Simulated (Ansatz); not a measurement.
Write a Python script for the Ansatz DFT code, driven from Python that makes a relaxation followed by a look at the electronic structure of Pb, space group Im-3m. Level of theory (first run): PBEsol, PAW, cutoff 470 eV, 7×7×7 k-points, Fermi-Dirac smearing of 0.3 eV, D3BJATM dispersion.

```cif
data_structure
_symmetry_space_group_name_H-M 'P 1'
_symmetry_Int_Tables_number 1
_cell_length_a 3.4289
_cell_length_b 3.4289
_cell_length_c 3.4289
_cell_angle_alpha 109.471
_cell_angle_beta 109.471
_cell_angle_gamma 109.471
_cell_volume 31.03
loop_
_atom_site_label
_atom_site_type_symbol
_atom_site_fract_x
_atom_site_fract_y
_atom_site_fract_z
_atom_site_occupancy
Pb1 Pb 0.00000 0.00000 0.00000 1
```

`pipeline.py`:
```python
"""Relax Pb, then bands and states at the relaxed cell."""

import logging
import sys
import warnings

import ansatz as az
import numpy as np

logging.basicConfig(stream=sys.stdout, format="[%(levelname)s] %(message)s")
logger = logging.getLogger("ansatz_job")
logger.setLevel(logging.INFO)


def count_gap(report):
    # lowest empty less highest filled band, counting bands; zero where they overlap
    return max(report.get("gap_by_band_count_ev") or 0.0, 0.0)


def with_settings(crystal, spacing):
    return (
        crystal.calculation()
        .functional("pbesol", dispersion="d3bjatm")
        .basis(470, density_ratio=6)
        .occupations(az.OccupationsMethod.FERMI_DIRAC, width=0.3)
        .scf(tolerance=1e-08, max_iterations=200)
        .pseudopotentials("paw")
        .kpoints(spacing=spacing)
    )

warnings.simplefilter("ignore", az.DeckWarning)

lattice = az.Lattice.of(
    [-1.97966, 1.97966, 1.97966],
    [1.97966, -1.97966, 1.97966],
    [1.97966, 1.97966, -1.97966],
)
sites = [
    ("Pb", [0.0, 0.0, 0.0]),
]
system = az.Crystal(lattice=lattice)
for symbol, position in sites:
    system = system.atom(symbol, position)

relaxed = with_settings(system, 0.34).relax(cell=True, force_tolerance=0.01, max_steps=40).checkpoint(write="relax.run", compress=False).run(threads=1, pin="off")
cell = np.asarray(relaxed.lattice.cell_ang)
print("relaxed edges (A):", np.linalg.norm(cell, axis=1).round(4), " volume:", round(abs(np.linalg.det(cell)), 3), "A^3")
for site in relaxed.lattice.sites:
    print(" ", site.symbol, np.round(site.position_frac, 4) + 0.0)

final = az.Crystal.from_checkpoint("relax.run")
out = with_settings(final, 0.26).stress().band_table().density_of_states(energy_step=0.05).run(threads=1, pin="off")
rep = out.report
dos = out.density_of_states()
logger.info(f"pressure at the relaxed cell {np.trace(rep['stress_gpa']) / 3:.3f} GPa, gap by band count {count_gap(rep):.3f} eV")
if count_gap(rep) == 0:
    print("states/eV at the Fermi level:", round(float(np.interp(dos.fermi_ev, dos.energies_ev, dos.spin_summed_g_bin_mean_per_ev)), 3))
```

```console
$ python pipeline.py
relaxed edges (A): [3.3333 3.3333 3.3333]  volume: 28.51 A^3
  Pb [0. 0. 0.]
[INFO] pressure at the relaxed cell 0.290 GPa, gap by band count 0.000 eV
states/eV at the Fermi level: 0.572
```

What to keep in mind:
- The settings weren't tested for convergence.
- Dispersion corrections can be off by several per cent in the lattices of metals, and by several GPa in the pressure at a fixed cell.
- The mesh is modest for a metal, so energies can be off by several to tens of meV an atom and pressures by half a GPa or more; differences at equal mesh fare better.
- An absolute Fermi energy rests on an arbitrary zero of the periodic potential and has no direct meaning.
- The smearing is wide enough that free energy and stress hold a thermal part of the electrons.
- The program warned that this SCF threshold is loose for forces or stresses.
- A gap by band count of zero or less means overlapping bands, a metal.
- This isn't the structure that Pb takes at ambient conditions.
- Gaps and levels are Kohn-Sham values on a finite set of k-points, without spin-orbit coupling.
- Where the second run takes another functional or mesh than the relaxation, its pressure isn't zero; pressure is positive in compression.
- The density of states is complete only as far up as bands were computed.
- The script silences the warnings on its input, which a real study should read.
- Finished in 4.7 s on 1 thread of Intel(R) Xeon(R) Platinum 8488C (Sapphire Rapids), on a shared host, peak memory 0.41 GiB.

(Lines on the test bed's own set-up are left out of the output.)
